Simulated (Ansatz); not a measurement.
# C3H4AlF: ionisation energy by level of theory

The task here is to estimate one member of a computed series from the others.

Computed with Ansatz 0.2.0, Gaussian basis. Level: unrestricted cation, the program's frozen cores in correlated methods.

Plan: UKS PBE-D4/def2-TZVPP; UKS r2SCAN-D4/def2-TZVPP; UKS PBE0-D4/def2-TZVPP; UKS B3LYP-D4/def2-TZVPP; UKS wB97X-V/def2-TZVPP; UKS wB97M-V/def2-TZVPP; UKS B2PLYP/def2-TZVPP; UHF-CCSD(T)/def2-TZVPP; UHF-MP2/def2-QZVPP; extrapolation to the limit; then −ε(HOMO) from the neutral's earlier runs with LDA (SPW92), PBE-D4, revPBE-D4, BLYP-D4, r2SCAN-D4, B97M-V, PBE0-D4, B3LYP-D4, r2SCANh-D4, r2SCAN0-D4, HSE06-D4, BHLYP-D4, CAM-B3LYP-D4, LC-ωPBE, ωB97X-V, ωB97M-V.

## The geometry

The geometry comes from an earlier relaxation with PBE0-D4 in a triple-zeta def2 set; it is a stationary point, not always the lowest conformer.

SMILES `C#[C][Al]([CH3])[F]`, 9 atoms, charge 0, spin multiplicity 1.

Atoms are counted from 1 here; the program's logs count them from 0.

Bond lengths: C1–C2 1.210 Å, C1–H6 1.067 Å, C2–Al3 1.900 Å, Al3–C4 1.931 Å, Al3–F5 1.650 Å, C4–H7 1.094 Å, C4–H8 1.094 Å, C4–H9 1.092 Å. Angles: C2–C1–H6 179.6°, C1–C2–Al3 177.8°, C2–Al3–C4 124.6°, C2–Al3–F5 116.1°, C4–Al3–F5 119.2°, Al3–C4–H7 110.8°, Al3–C4–H8 110.9°, Al3–C4–H9 112.0°, H7–C4–H8 106.6°, H7–C4–H9 108.1°, H8–C4–H9 108.2°.

Set-up of the first run:

The input, in.yaml:

```yaml
crystal:
  periodic: [false, false, false]
  atoms:
    - {symbol: C, position_ang: [0.214806, 2.769921, 0.344176]}
    - {symbol: C, position_ang: [0.305467, 1.631252, -0.055038]}
    - {symbol: Al, position_ang: [0.406602, -0.178290, -0.626566]}
    - {symbol: C, position_ang: [-0.438443, -1.662206, 0.274072]}
    - {symbol: F, position_ang: [1.286180, -0.460275, -1.993427]}
    - {symbol: H, position_ang: [0.139173, 3.776163, 0.690374]}
    - {symbol: H, position_ang: [-1.159584, -2.156883, -0.383642]}
    - {symbol: H, position_ang: [0.298932, -2.419758, 0.555669]}
    - {symbol: H, position_ang: [-0.964633, -1.346123, 1.177281]}
basis:
  gaussian: {orbitals: def2-TZVPP}
total_charge: 1
magnetization: {spin_polarized: true, initial_magnetization: 1}
hamiltonian: {xc: pbe, dispersion: d4}
```

On the command line:

```
$ ansatz run in.yaml --threads 2 --pin off --events-out ev --progress --plain --max-ram 32768MiB --backend cpu
```

Steps of the session up to this table: Cation, UKS PBE-D4/def2-TZVPP; Cation, UKS r2SCAN-D4/def2-TZVPP; Cation, UKS PBE0-D4/def2-TZVPP; Cation, UKS B3LYP-D4/def2-TZVPP; Cation, UKS wB97X-V/def2-TZVPP; Cation, UKS wB97M-V/def2-TZVPP; Cation, UKS B2PLYP (frozen core)/def2-TZVPP; Cation, UHF-CCSD(T)/def2-TZVPP; Cation, UHF-MP2/def2-QZVPP.

One of the session's tables, all rows but one given; the rest of the session is left out.

It belongs to the step «Ionisation energies side by side». Orbital estimates, from the neutral's runs:

| functional | −ε(HOMO) (eV) |
| --- | --- |
| LDA (SPW92) | 7.29 |
| PBE-D4 | ? |
| revPBE-D4 | 7.02 |
| BLYP-D4 | 6.91 |
| r2SCAN-D4 | 7.33 |
| B97M-V | 7.29 |
| PBE0-D4 | 8.32 |
| B3LYP-D4 | 8.06 |
| r2SCANh-D4 | 7.79 |
| r2SCAN0-D4 | 8.48 |
| HSE06-D4 | 7.91 |
| BHLYP-D4 | 9.37 |
| CAM-B3LYP-D4 | 9.68 |
| LC-ωPBE | 11.14 |
| ωB97X-V | 10.71 |
| ωB97M-V | 10.58 |

Estimate the missing values for PBE-D4.

The run gave: −ε(HOMO) (eV): 7.09. In the column «−ε(HOMO) (eV)» it lies between revPBE-D4 (7.02) and LDA (SPW92) (7.29).
